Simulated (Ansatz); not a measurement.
# CH8FNOSi2: one species, many methods

Aim: compute CH8FNOSi2 with functionals from several rungs and with coupled cluster, and see how far each lands from CCSD(T) at the basis-set limit for the atomisation energy.

Program: Ansatz 0.2.0, Gaussian basis. Level of theory: functionals in def2-TZVPP, the program's frozen cores in correlated methods. These are calculated values, not measurements.

Levels to be run: PBE-D4, r2SCAN-D4, PBE0-D4, B3LYP-D4, ωB97X-V, ωB97M-V, B2PLYP; CCSD(T)/def2-TZVPP; MP2/def2-QZVPP; extrapolation to the limit.

## 1. The geometry

An earlier PBE0-D4 in a triple-zeta def2 set relaxation fixed the geometry.

SMILES `C[SiH](F)N[SiH2]O`, 14 atoms, charge 0, spin multiplicity 1.

Atoms are counted from 1 here; the program's logs count them from 0.

Bond lengths: C1–Si2 1.849 Å, C1–H7 1.093 Å, C1–H8 1.093 Å, C1–H9 1.092 Å, Si2–F3 1.607 Å, Si2–N4 1.716 Å, Si2–H10 1.483 Å, N4–Si5 1.724 Å, N4–H11 1.010 Å, Si5–O6 1.645 Å, Si5–H12 1.487 Å, Si5–H13 1.480 Å, O6–H14 0.959 Å. Angles: Si2–C1–H7 111.0°, Si2–C1–H8 110.8°, Si2–C1–H9 110.4°, H7–C1–H8 108.3°, H7–C1–H9 108.3°, H8–C1–H9 108.0°, C1–Si2–F3 108.0°, C1–Si2–N4 110.1°, C1–Si2–H10 114.1°, F3–Si2–N4 110.3°, F3–Si2–H10 105.0°, N4–Si2–H10 109.2°, Si2–N4–Si5 128.3°, Si2–N4–H11 116.3°, Si5–N4–H11 115.0°, N4–Si5–O6 112.4°, N4–Si5–H12 105.7°, N4–Si5–H13 112.2° and more.

## 2. PBE-D4 (GGA)

Input file in.yaml:

```yaml
crystal:
  periodic: [false, false, false]
  atoms:
    - {symbol: C, position_ang: [0.556311, -0.007611, -1.804924]}
    - {symbol: Si, position_ang: [-0.240805, 1.227934, -0.684298]}
    - {symbol: F, position_ang: [0.880042, 2.289413, -0.237649]}
    - {symbol: N, position_ang: [-0.895288, 0.439756, 0.691838]}
    - {symbol: Si, position_ang: [-0.439681, -1.077297, 1.373353]}
    - {symbol: O, position_ang: [1.178720, -1.181850, 1.646601]}
    - {symbol: H, position_ang: [-0.180346, -0.712049, -2.198289]}
    - {symbol: H, position_ang: [1.324342, -0.575768, -1.273311]}
    - {symbol: H, position_ang: [1.032962, 0.496519, -2.648547]}
    - {symbol: H, position_ang: [-1.300103, 2.037685, -1.332934]}
    - {symbol: H, position_ang: [-1.565230, 0.967709, 1.233042]}
    - {symbol: H, position_ang: [-1.239127, -1.215246, 2.619768]}
    - {symbol: H, position_ang: [-0.695233, -2.204082, 0.449032]}
    - {symbol: H, position_ang: [1.583426, -0.485123, 2.166329]}
basis:
  gaussian: {orbitals: def2-TZVPP}
hamiltonian: {xc: pbe, dispersion: d4}
output: {forces: true, orbitals: {seedname: orbitals}}
```

Run with:

```sh
ansatz run in.yaml --threads 2 --pin off --events-out ev --progress --plain --max-ram 22528MiB --backend cuda --devices 0, --max-vram 18GiB
```

Further steps of the session: r2SCAN-D4 (meta-GGA); PBE0-D4 (hybrid); B3LYP-D4 (hybrid); ωB97X-V (range-separated); ωB97M-V (range-separated); B2PLYP (double hybrid); CCSD(T) in def2-TZVPP; MP2 in def2-QZVPP.

Q: Predict the results of all the runs planned. Wanted: atomisation energy, CCSD(T)/CBS; farthest; mean size of error, hybrid; mean size of error, range-separated; gap, smallest and largest; T1 diagnostic; triples share of the correlation energy.

As calculated:

```
                               quantity                                 value
        atomisation energy, CCSD(T)/CBS                             54.629 eV
    functionals within 0.273 eV (0.5 %)              PBE-D4, ωB97X-V, ωB97M-V
                               farthest                    B2PLYP (-0.810 eV)
             mean size of error, hybrid                              0.503 eV
    mean size of error, range-separated                              0.019 eV
              gap, smallest and largest  6.34 eV (PBE-D4), 13.01 eV (ωB97X-V)
                          T1 diagnostic                                0.0112
triples share of the correlation energy                                 3.3 %
```

What this shows: PBE-D4 misses by +0.060 eV. Double hybrids carry the basis error of their MP2 part in triple zeta, and no dispersion term here, so their miss is partly the set-up's. The reference freezes the cores and leaves out relativity and excitations past (T), so misses under about 0.273 eV can't be ranked. Hartree-Fock recovers 73 % of the binding; the rest is correlation. The gap grows from 6.3 to 13.0 eV across the functionals, mostly with the share of exact exchange.
